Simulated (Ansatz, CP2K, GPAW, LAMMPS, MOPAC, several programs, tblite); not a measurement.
**What each method gives for NaCl (Fm-3m)**

NaCl (started from an entry of an open crystallographic database), relaxed with r2SCAN in Ansatz, was computed with several methods. The symmetry is Fm-3m (No. 225, cubic); conventional cell a = 5.605 Å, 22.02 Å³ an atom. Na is surrounded by 6 Cl at 2.80 Å; Cl is surrounded by 6 Na at 2.80 Å. The values are computed, spin-unpolarised, and not measurements.

```
Na Cl
1.0
     0.00000    2.80273    2.80273
     2.80273    0.00000    2.80273
     2.80273    2.80273    0.00000
Na Cl
1 1
Direct
  0.00000 0.00000 0.00000
  0.50000 0.50000 0.50000
```

Gaps and times are for a single point on this cell; volume and bulk modulus come from each method's own relaxation or energy curve at fixed shape. Times are rough, from shared hosts (Arm Neoverse N1), and each method has its own mesh and cell size. PM6 (MOPAC), PM7 (MOPAC), GFN1-xTB (tblite), GFN2-xTB (tblite) treat a cluster of cells at its zone centre, which samples few k points: where these miss a band edge, the gap comes out too large for that reason alone. Gaps from k meshes are read at a limited set of points (mesh, symmetry points, PBE's band edges), so each method's own least gap may be somewhat smaller. Force fields have no electrons; where one was fitted to this phase, its volume and modulus reflect the fit. xTB and the PM methods were fitted mostly to molecules, and can miss a solid's gap by electronvolts. Minimal bases can be far off for gaps. GLLB-SC's gap includes the derivative discontinuity. d marks a direct gap, i an indirect one (no mark: not told apart), a dash a value that wasn't computed or didn't pass its checks.

| method | kind | gap (eV) | own volume (Å³/atom) | bulk modulus (GPa) | atoms computed | processor time |
| --- | --- | --- | --- | --- | --- | --- |
| ffield.eim (LAMMPS) | force field | – | – | – | 2 | 0.18 s |
| light PBE (260 eV, its own mesh) | light plane-wave | 5.17 d | – | – | 2 | 0.97 s |
| PBE | semilocal | 5.18 d | 23.08 | 24 | 2 | 2.3 s |
| r2SCAN | semilocal | 5.98 d | 22.02 | 27 | 2 | 5.6 s |
| GFN1-xTB (tblite) | tight binding | 4.61 | 20.37 | 21 | 64 | 6.4 s |
| PM7 (MOPAC) | semi-empirical | 14.48 | – | – | 64 | 8 s |
| GFN2-xTB (tblite) | tight binding | 4.02 | 22.99 | 17 | 64 | 9 s |
| PM6 (MOPAC) | semi-empirical | 10.97 | – | – | 64 | 9.2 s |
| PBE/SZV (CP2K) | small basis | 4.41 d | – | – | 2 | 16 s |
| GLLB-SC (GPAW) | model potential | 9.52 | – | – | 2 | 17 s |
| PBE/DZVP (CP2K) | small basis | 5.12 d | – | – | 2 | 23 s |
| PBE/single zeta (GPAW) | small basis | 5.06 d | – | – | 2 | 28 s |

Against r2SCAN (5.98 eV) the nearest gap at the points sampled is that of PBE (-0.80 eV) and the farthest that of PM7 (MOPAC) (+8.50 eV). r2SCAN is only a yardstick of convenience: semilocal gaps usually lie below measured ones, which GLLB-SC and hybrids aim to mend.

Volumes against r2SCAN's: PBE +4.8 %, GFN1-xTB (tblite) -7.5 %, GFN2-xTB (tblite) +4.4 %.
